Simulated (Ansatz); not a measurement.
# GeCl₃ (doublet): the correlation ladder, cc-pVDZ

The task here is to estimate one member of a computed series from the others.

Computed with Ansatz 0.2.0, Gaussian basis. Level: cc-pVDZ, core rule «outside noble gas», up to 29 orbitals frozen.

The runs, in order: UHF; CCSD(T) on ROHF; CCSD(T) on UHF; BCCD(T) on ROHF; CISD; CCSDT(Q) on ROHF; CCSDT(Q) on UHF; CASSCF and MRCISD+Q, 19 electrons in 13 orbitals; CASSCF and NEVPT2, 19 electrons in 13 orbitals.

11 further runs of the same task are left out: 9 that didn't finish, 2 set aside as unsound or not needed.

## What is computed

The geometry is a PBE0/def2-TZVP stationary point (not a proven minimum). No spin-orbit coupling is included. The filled d shell of Ge may be among the frozen orbitals whatever the setting's name suggests; the logs give the count.

4 atoms, charge 0, spin multiplicity 2.

Atoms are counted from 1 here; the program's logs count them from 0.

Bond lengths: Ge1–Cl2 2.149 Å, Ge1–Cl3 2.149 Å, Ge1–Cl4 2.149 Å. Angles: Cl2–Ge1–Cl3 108.7°, Cl2–Ge1–Cl4 108.7°, Cl3–Ge1–Cl4 108.7°.

Set-up of the first run:

File in.yaml:

```yaml
crystal:
  periodic: [false, false, false]
  atoms:
    - {symbol: Ge, position_ang: [0.000872, -0.000283, -0.441620]}
    - {symbol: Cl, position_ang: [2.016140, 0.012892, 0.305589]}
    - {symbol: Cl, position_ang: [-1.019959, 1.740392, 0.298484]}
    - {symbol: Cl, position_ang: [-0.997969, -1.752704, 0.300767]}
basis:
  gaussian: {orbitals: cc-pVDZ}
magnetization: {spin_polarized: true, initial_magnetization: 1}
hamiltonian: {xc: hf}
output: {orbitals: {seedname: orbitals}}
```

Command:

```sh
ansatz run in.yaml --threads 1 --pin off --events-out ev --progress --plain --max-ram 4096MiB --backend cpu
```

Among the steps run: UHF; CCSD(T) on ROHF; CCSD(T) on UHF; BCCD(T) on ROHF; CISD; CCSDT(Q) on ROHF; CCSDT(Q) on UHF; CASSCF and MRCISD+Q, 19 electrons in 13 orbitals; CASSCF and NEVPT2, 19 electrons in 13 orbitals.

One of the session's tables, all rows but one given; the rest of the session is left out.

| method | from UCCSDT(Q) (kcal/mol) |
| --- | --- |
| ROHF | +328.93 |
| UHF | +327.46 |
| RMP2 | +33.07 |
| UMP2 | +32.96 |
| RCCSD | +9.31 |
| UCCSD | +9.19 |
| RCCSD(T) | +1.54 |
| UCCSD(T) | +1.46 |
| BCCD(T) | +1.45 |
| RCCSDT | ? |
| UCCSDT | +0.77 |
| RCCSDT(Q) | +0.13 |
| UCCSDT(Q) | 0 |
| CASSCF valence | +300.04 |
| NEVPT2 valence | +49.11 |
| MRCISD valence | +44.07 |
| MRCISD+Q valence | +6.51 |

Q: Estimate the row for RCCSDT from the others.

**Answer.** from UCCSDT(Q) (kcal/mol): +0.85. In the column «from UCCSDT(Q) (kcal/mol)» it lies between UCCSDT (+0.77) and BCCD(T) (+1.45).

Some runs used a GPU and others CPU threads alone; cost is compared among the CPU runs only.

Not comparable, so not listed: CISD (they don't share determinant, frozen orbitals or solution with the rows shown, or repeat one).

To keep in mind: Of the multireference levels listed MRCISD+Q valence comes nearest in total energy (+6.51 kcal/mol), which doesn't show that its space is the better one. Restricted and unrestricted rows rest on different reference determinants; where their highest levels disagree by more than a few hundredths of an eV, they describe different states and don't form one ladder.
